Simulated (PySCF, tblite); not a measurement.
# C₁₈H₁₇SSi+: electronic excitations, NMR shifts

Wanted: electronic excitations, NMR shifts for C₁₈H₁₇SSi+ (`[SiH3]c1ccccc1[S+](c1ccccc1)c1ccccc1`).

Programs: tblite 0.8.0 and PySCF 2.14.0, with routines of our own; each step states its level. All values are computed. Atoms count from 0.

## 1. The system as given

37 atoms, charge 1, multiplicity 1; geometry from: force field, distance geometry or constructed start.

## 2. Optimising the geometry with GFN2-xTB

Job settings and geometry (Å):

```
{"job": {"kind": "relax", "xc": "GFN2-xTB", "basis": "xTB"}, "charge": 1, "multiplicity": 1}
Si    -1.601900    -2.248100     2.965500
C     -1.773700    -1.860800     1.118000
C     -2.709300    -2.626900     0.394900
C     -2.909700    -2.420100    -0.977800
C     -2.168100    -1.462000    -1.634000
C     -1.234200    -0.698300    -0.941000
C     -1.013600    -0.874800     0.437900
S      0.222800     0.120100     1.354100
C      1.643600    -0.371000     0.341500
C      2.439700    -1.396400     0.864900
C      3.566700    -1.852600     0.171800
C      3.908500    -1.286300    -1.049800
C      3.123700    -0.263200    -1.576400
C      2.001700     0.190400    -0.892600
C     -0.129400     1.780900     0.743600
C     -1.430900     2.202500     0.457100
C     -1.681900     3.521500     0.058400
C     -0.642600     4.438300    -0.009400
C      0.647300     4.054100     0.343100
C      0.900200     2.735300     0.735400
H     -2.019800    -1.068800     3.781700
H     -0.212500    -2.639300     3.296900
H     -2.497500    -3.378200     3.324600
H     -3.317500    -3.396600     0.883500
H     -3.637500    -3.019800    -1.511100
H     -2.318700    -1.299000    -2.699500
H     -0.681600     0.055400    -1.498100
H      2.191500    -1.852600     1.819500
H      4.175800    -2.648900     0.592300
H      4.787000    -1.637200    -1.585500
H      3.393600     0.181200    -2.538900
H      1.412700     0.986400    -1.342700
H     -2.273400     1.521700     0.535200
H     -2.695400     3.825300    -0.176900
H     -0.838600     5.469300    -0.310700
H      1.460100     4.777100     0.319900
H      1.905800     2.463300     1.031700
```

Started as:

```sh
$ OMP_NUM_THREADS=1 python large_run.py task.json out
```

The driver reads the jobs from task.json and runs them one after another.

Output:

```text
step      E/eV     max force
  0   -1407.17921    1.633
  1   -1407.30157    0.864
  2   -1407.37326    0.592
  3   -1407.39436    0.329
  4   -1407.40427    0.180
  5   -1407.41084    0.193
  6   -1407.41813    0.272
  7   -1407.42447    0.311
  8   -1407.42993    0.233
  9   -1407.43451    0.135
 10   -1407.43890    0.154
 11   -1407.44326    0.171
 12   -1407.44749    0.171
 13   -1407.45112    0.108
 14   -1407.45386    0.091
 15   -1407.45600    0.097
 16   -1407.45788    0.090
 17   -1407.45959    0.084
 18   -1407.46116    0.084
 19   -1407.46271    0.083
 20   -1407.46435    0.100
 21   -1407.46601    0.081
 22   -1407.46750    0.096
 23   -1407.46880    0.074
 24   -1407.47004    0.072
 25   -1407.47120    0.067
 26   -1407.47214    0.064
 27   -1407.47282    0.054
 28   -1407.47340    0.050
 29   -1407.47399    0.050
 30   -1407.47460    0.059
 31   -1407.47517    0.061
 32   -1407.47572    0.058
 33   -1407.47625    0.049
 34   -1407.47673    0.039
 35   -1407.47710    0.040
 36   -1407.47741    0.041
 37   -1407.47768    0.043
 38   -1407.47791    0.032
 39   -1407.47807    0.028
 40   -1407.47819    0.022
 41   -1407.47828    0.017
```

Run time: 2 s. Hardware: 1 thread of Arm Neoverse N1, shared host; peak memory 0.18 GiB.

Relaxation path:

```csv
step,energy from step 0 (eV),largest force (eV/Å)
0,0.0000,1.6331
1,-0.1224,0.8641
2,-0.1941,0.5927
3,-0.2151,0.3284
4,-0.2251,0.1793
5,-0.2316,0.1932
6,-0.2389,0.2711
7,-0.2453,0.3104
8,-0.2507,0.2335
10,-0.2597,0.1539
13,-0.2719,0.1080
15,-0.2768,0.0967
18,-0.2820,0.0845
21,-0.2868,0.0806
23,-0.2896,0.0747
26,-0.2929,0.0640
29,-0.2948,0.0495
31,-0.2960,0.0610
34,-0.2975,0.0397
37,-0.2985,0.0426
38,-0.2987,0.0327
39,-0.2989,0.0286
40,-0.2990,0.0218
41,-0.2991,0.0172
```

Distances of close pairs at the start and the end, largest changes first:

```csv
bond,before (Å),after (Å),change (Å)
Si0–H22,1.486,1.454,-0.032
Si0–H20,1.494,1.464,-0.030
C1–C6,1.419,1.389,-0.029
C6–S7,1.832,1.809,-0.023
C5–C6,1.408,1.385,-0.023
C2–C3,1.403,1.384,-0.019
C8–C13,1.402,1.385,-0.018
C2–H23,1.096,1.079,-0.017
```

The final coordinates are the input of the step that follows.

## 3. Electronic excitations: TDA PBE0/def2-SVP

Job settings and geometry (Å):

```
{"job": {"kind": "uv", "basis": "def2-SVP", "grid": 1, "kgrid": 0, "vcut": 1.5, "nstates": 6, "ntriplets": 2, "tda": true, "delta": [], "pop": true, "xc": "PBE0"}, "charge": 1, "multiplicity": 1}
Si    -1.523072    -2.139903     2.962517
C     -1.777229    -1.859785     1.096272
C     -2.703804    -2.608127     0.373363
C     -2.903923    -2.408825    -0.981436
C     -2.174036    -1.443927    -1.657531
C     -1.244059    -0.682912    -0.972521
C     -1.067326    -0.902052     0.383057
S      0.166551     0.060178     1.291637
C      1.641006    -0.393135     0.345712
C      2.413901    -1.409334     0.886401
C      3.531637    -1.847111     0.196412
C      3.868553    -1.269117    -1.017282
C      3.094465    -0.245098    -1.538390
C      1.973181     0.202139    -0.859381
C     -0.160630     1.751330     0.750068
C     -1.452816     2.144687     0.443181
C     -1.683218     3.461655     0.080143
C     -0.637342     4.369338     0.038642
C      0.644978     3.968667     0.379840
C      0.889701     2.657376     0.750330
H     -1.839721    -0.868014     3.615436
H     -0.102839    -2.455568     3.148543
H     -2.391735    -3.236304     3.357738
H     -3.278293    -3.362803     0.888040
H     -3.628930    -3.003971    -1.514908
H     -2.322687    -1.280415    -2.713160
H     -0.677208     0.070579    -1.495314
H      2.146064    -1.849085     1.834404
H      4.137510    -2.638118     0.609181
H      4.738369    -1.612167    -1.555293
H      3.358994     0.212754    -2.478509
H      1.389903     1.013808    -1.265419
H     -2.269210     1.440292     0.479491
H     -2.685025     3.774199    -0.168354
H     -0.823014     5.391272    -0.252411
H      1.459130     4.675510     0.361373
H      1.885025     2.343840     1.025286
```

Level: TDA PBE0/def2-SVP, vertical, gas phase, core orbitals frozen in the response, virtual orbitals cut by energy.

Output:

```text
start: PBE on a coarse grid of 31482 points
cycle   1  E = -1381.1826283721  dE =  3.088e+00  |g| = 8.301e-01  |ddm| = 8.466e+00
cycle   2  E = -1380.3163687377  dE =  8.663e-01  |g| = 1.941e+00  |ddm| = 4.052e+00
cycle   3  E = -1381.3260902702  dE = -1.010e+00  |g| = 4.334e-01  |ddm| = 3.438e+00
cycle   4  E = -1381.3749812463  dE = -4.889e-02  |g| = 1.874e-01  |ddm| = 8.117e-01
cycle   5  E = -1381.3843324713  dE = -9.351e-03  |g| = 5.841e-02  |ddm| = 2.934e-01
cycle   6  E = -1381.3852401069  dE = -9.076e-04  |g| = 1.973e-02  |ddm| = 1.122e-01
cycle   7  E = -1381.3853333106  dE = -9.320e-05  |g| = 8.035e-03  |ddm| = 3.239e-02
final grid: 134720 points
cycle   8  E = -1381.7664626508  dE = -9.615e-03  |g| = 4.495e-02  |ddm| = 1.238e+00
cycle   9  E = -1381.7663063298  dE =  1.563e-04  |g| = 5.215e-02  |ddm| = 1.294e-01
cycle  10  E = -1381.7670369576  dE = -7.306e-04  |g| = 1.337e-02  |ddm| = 7.857e-02
cycle  11  E = -1381.7670788820  dE = -4.192e-05  |g| = 4.197e-03  |ddm| = 2.010e-02
cycle  12  E = -1381.7670880094  dE = -9.127e-06  |g| = 1.358e-03  |ddm| = 7.659e-03
cycle  13  E = -1381.7670857450  dE =  2.264e-06  |g| = 6.274e-04  |ddm| = 2.884e-03
cycle  14  E = -1381.7670870310  dE = -1.286e-06  |g| = 1.649e-04  |ddm| = 1.046e-03
cycle  15  E = -1381.7670864458  dE =  5.852e-07  |g| = 2.976e-05  |ddm| = 2.923e-04
converged SCF energy = -1381.7670864458

Static polarisability (au): isotropic 222.616, principal 178.557 235.600 253.691

Singlet excitations
state   eV       nm        f      main configurations
  1   4.9732    249.3   0.01511   H->L 0.85
  2   5.0214    246.9   0.04455   H-1->L 0.88
  3   5.1543    240.5   0.07145   H-2->L 0.77
  4   5.1919    238.8   0.01355   H-3->L 0.80
  5   5.2934    234.2   0.01632   H-4->L 0.75
  6   5.3893    230.1   0.01783   H->L+1 0.21, H-1->L+1 0.20, H->L+2 0.08

Triplet excitations (Tamm-Dancoff, eV): 3.9024 4.0577
```

Wall time 2.2 min (1 thread of Arm Neoverse N1, shared host); peak memory 0.71 GiB.

The orbitals next to the gap, with their largest atomic shares:

```csv
orbital,eV,atoms
HOMO−4,-11.21,"C19 18 %, C16 16 %, C15 14 %"
HOMO−3,-11.15,"C1 12 %, C4 12 %, C9 9 %"
HOMO−2,-11.05,"C12 14 %, C9 14 %, C3 10 %"
HOMO−1,-10.98,"C17 13 %, C14 12 %, C1 10 %"
HOMO,-10.87,"C2 12 %, C5 11 %, C10 9 %"
LUMO,-5.04,"S7 15 %, C3 13 %, C6 12 %"
LUMO+1,-4.53,"C8 14 %, S7 14 %, C19 11 %"
LUMO+2,-4.39,"C14 14 %, C17 14 %, C15 12 %"
LUMO+3,-4.09,"C4 23 %, C1 19 %, C2 14 %"
```

With each of the 6 states as a Gaussian band of 0.4 eV half-width at 1/e, the curve within the window shown has maxima at 241 nm (ε 6,700) L/(mol cm). Beyond the last state computed it falls off for lack of states. The curve at chosen wavelengths:

```
 nm  ε (L/mol/cm)
218          1396
221          2094
223          2641
226          3542
228          4163
231          5055
234          5814
236          6203
239          6569
241          6653
244          6543
247          6179
249          5822
252          5167
254          4683
257          3932
260          3202
262          2749
265          2138
267          1782
270          1330
273           970
275           777
278           547
280           429
283           293
```

Ground-state properties from the same run:

```csv
property,computed
polarisability (Å³),32.99
HOMO–LUMO gap (eV),5.83
−ε(HOMO) (eV),10.87
```

## 4. NMR shifts: GIAO KT3/pcSseg-1

The job, as its differences from that of step 3:

```diff
@@ -1,2 +1,2 @@
-{"job": {"kind": "uv", "basis": "def2-SVP", "grid": 1, "kgrid": 0, "vcut": 1.5, "nstates": 6, "ntriplets": 2, "tda": true, "delta": [], "pop": true, "xc": "PBE0"}, "charge": 1, "multiplicity": 1}
+{"job": {"kind": "nmr", "xc": "KT3", "basis": "pcSseg-1", "pop": false}, "charge": 1, "multiplicity": 1}
 Si    -1.523072    -2.139903     2.962517
```

With the program's defaults for keys left out, this is: GIAO KT3/pcSseg-1 NMR shielding, non-relativistic, gas phase.

Output:

```text
start: PBE on a coarse grid of 31482 points
cycle   1  E = -1381.8562395598  dE =  3.251e+00  |g| = 8.866e-01  |ddm| = 6.651e+00
cycle   2  E = -1380.9240716719  dE =  9.322e-01  |g| = 2.047e+00  |ddm| = 3.999e+00
cycle   3  E = -1382.0031213006  dE = -1.079e+00  |g| = 4.720e-01  |ddm| = 3.486e+00
cycle   4  E = -1382.0607299479  dE = -5.761e-02  |g| = 2.001e-01  |ddm| = 8.354e-01
cycle   5  E = -1382.0710478071  dE = -1.032e-02  |g| = 6.507e-02  |ddm| = 2.999e-01
cycle   6  E = -1382.0720926601  dE = -1.045e-03  |g| = 2.117e-02  |ddm| = 1.109e-01
cycle   7  E = -1382.0721903390  dE = -9.768e-05  |g| = 9.861e-03  |ddm| = 3.177e-02
final grid: 282758 points
cycle   8  E = -1400.1641176002  dE = -5.313e-02  |g| = 1.773e-01  |ddm| = 1.281e+00
cycle   9  E = -1400.1625502481  dE =  1.567e-03  |g| = 1.332e-01  |ddm| = 3.113e-01
cycle  10  E = -1400.1628561957  dE = -3.059e-04  |g| = 1.050e-01  |ddm| = 3.038e-01
cycle  11  E = -1400.1660961739  dE = -3.240e-03  |g| = 2.285e-02  |ddm| = 1.562e-01
cycle  12  E = -1400.1662345905  dE = -1.384e-04  |g| = 4.131e-03  |ddm| = 2.927e-02
cycle  13  E = -1400.1662385140  dE = -3.924e-06  |g| = 2.025e-03  |ddm| = 7.556e-03
cycle  14  E = -1400.1662389836  dE = -4.696e-07  |g| = 5.457e-04  |ddm| = 3.272e-03
cycle  15  E = -1400.1662382880  dE =  6.956e-07  |g| = 1.902e-04  |ddm| = 9.093e-04
cycle  16  E = -1400.1662396197  dE = -1.332e-06  |g| = 7.333e-05  |ddm| = 2.868e-04
converged SCF energy = -1400.1662396197

GIAO shielding tensors (ppm)
atom      isotropic    diamagn.    paramagn.     s11        s22        s33       span
  0 Si     428.207     885.978    -457.771    388.010    437.103    459.506     71.496
  1 C       53.353     257.084    -203.731    -27.337     12.710    174.684    202.021
  2 C       51.946     251.157    -199.211    -45.517     40.133    161.222    206.739
  3 C       55.535     255.110    -199.575    -43.563     34.662    175.507    219.070
  4 C       55.729     254.158    -198.430    -43.149     38.677    171.658    214.807
  5 C       60.804     256.954    -196.149    -28.158     38.030    172.541    200.698
  6 C       49.732     273.326    -223.594    -26.251     65.827    109.622    135.873
  7 S      359.842    1067.586    -707.744    297.952    377.467    404.107    106.154
  8 C       54.406     270.594    -216.188    -17.338     58.647    121.908    139.247
  9 C       59.537     249.254    -189.716    -35.057     50.475    163.195    198.252
 10 C       57.847     253.196    -195.349    -38.713     40.392    171.864    210.577
 11 C       54.377     253.035    -198.658    -46.573     33.132    176.573    223.146
 12 C       57.007     252.774    -195.767    -41.782     41.002    171.800    213.581
 13 C       65.904     256.298    -190.394    -21.833     44.373    175.172    197.005
 14 C       61.188     269.435    -208.247    -15.748     78.052    121.260    137.008
 15 C       60.772     252.876    -192.103    -32.965     41.227    174.054    207.019
 16 C       57.953     252.563    -194.610    -40.290     41.488    172.662    212.952
 17 C       55.234     252.358    -197.124    -44.203     32.844    177.060    221.263
 18 C       58.800     252.532    -193.732    -38.579     41.874    173.104    211.683
 19 C       60.874     251.688    -190.814    -33.453     43.567    172.507    205.961
 20 H       26.770      31.309      -4.540     22.623     27.157     30.529      7.907
 21 H       26.625      32.563      -5.938     21.282     27.981     30.612      9.330
 22 H       27.157      29.088      -1.931     22.951     25.419     33.102     10.152
 23 H       23.789      30.489      -6.700     19.475     23.983     27.910      8.435
 24 H       23.910      29.092      -5.182     20.520     25.183     26.028      5.508
 25 H       23.996      32.848      -8.852     20.348     23.614     28.026      7.678
 26 H       24.408      38.954     -14.545     20.265     21.908     31.051     10.787
 27 H       23.783      34.680     -10.897     18.959     23.088     29.301     10.342
 28 H       23.893      28.714      -4.821     20.085     24.476     27.118      7.033
 29 H       23.772      27.940      -4.168     20.324     25.064     25.930      5.606
 30 H       23.898      31.492      -7.595     20.054     23.631     28.008      7.954
 31 H       24.367      37.881     -13.514     19.393     22.598     31.112     11.719
 32 H       24.647      35.822     -11.175     19.861     22.352     31.728     11.867
 33 H       23.883      29.825      -5.941     20.134     23.872     27.643      7.508
 34 H       23.718      27.203      -3.485     20.456     25.017     25.681      5.226
 35 H       23.826      28.713      -4.887     20.257     24.028     27.192      6.936
 36 H       24.290      34.338     -10.048     20.266     21.683     30.921     10.655
```

It took 99 s on 1 thread of Arm Neoverse N1, shared host; peak memory 0.64 GiB.

The references, computed at this level on geometries of the same kind, shield at (ppm): 1H TMS 31.76, 13C TMS 184.7, 29Si TMS 361.7. Their shielding less the atom's gives the shift. The references are single molecules in the gas phase. Atoms listed in one row are averaged.

```csv
atoms,environment,σ (ppm),δ (ppm)
C6,aromatic carbon bearing sulfur,49.7,135.0
C2,aromatic CH,51.9,132.8
C1,substituted aromatic carbon,53.4,131.4
"C11, C17",aromatic CH,54.8,129.9
C3,aromatic CH,55.5,129.2
C4,aromatic CH,55.7,129.0
"C8, C14",aromatic carbon bearing sulfur,57.8,126.9
"C10, C12, C16, C18",aromatic CH,57.9,126.8
C5,aromatic CH,60.8,123.9
"C9, C13, C15, C19",aromatic CH,61.8,123.0
"H29, H34",hydrogen on an aromatic CH,23.75,8.01
H23,hydrogen on an aromatic CH,23.79,7.97
"H28, H30, H33, H35",hydrogen on an aromatic CH,23.87,7.89
H24,hydrogen on an aromatic CH,23.91,7.85
H25,hydrogen on an aromatic CH,24.00,7.76
"H27, H31, H32, H36",hydrogen on an aromatic CH,24.27,7.49
H26,hydrogen on an aromatic CH,24.41,7.35
"H20, H21, H22",hydrogen on a silicon bonded to C,26.85,4.91
Si0,"silicon bonded to C, 3 H",428.2,-66.5
S7,sulfur bonded to 3 C,360,–
```

Ring of atoms C1, C2, C3, C4, C5, C6: NICS(0) -8.1, NICS(1) -10.2, NICS(1)zz -25.3 ppm (means of both faces).

Ring of atoms C8, C9, C10, C11, C12, C13: NICS(0) -8.9, NICS(1) -10.7, NICS(1)zz -26.6 ppm (means of both faces).

## 5. What came out

```
                                                              quantity                                                                     value
                                        lowest singlet (PBE0/def2-SVP)                                               4.97 eV (249 nm), f = 0.015
                              brightest single state of those computed                                               state 3, 5.15 eV, f = 0.071
                                                        lowest triplet                                                                   3.90 eV
13C shifts against TMS (KT3/pcSseg-1, means over atoms taken as alike)  135.0, 132.8, 131.4, 129.9, 129.2, 129.0, 126.9, 126.8, 123.9, 123.0 ppm
 1H shifts against TMS (KT3/pcSseg-1, means over atoms taken as alike)                        8.01, 7.97, 7.89, 7.85, 7.76, 7.49, 7.35, 4.91 ppm
                                29Si shifts against TMS (KT3/pcSseg-1)                                                                 -66.5 ppm
                                        shieldings of S (KT3/pcSseg-1)                                                              S7 359.8 ppm
```

In words: The lowest singlet, at 4.97 eV, is HOMO→LUMO 0.85 and is weak; of the 6 states computed, the strongest absorption comes from state 3 at 5.15 eV. The lowest triplet lies 1.07 eV below the lowest singlet. NICS(1)zz of -25 ppm above the planar ring from C1 marks a diatropic (aromatic) ring current. NICS(1)zz of -27 ppm above the planar ring from C8 marks a diatropic (aromatic) ring current.
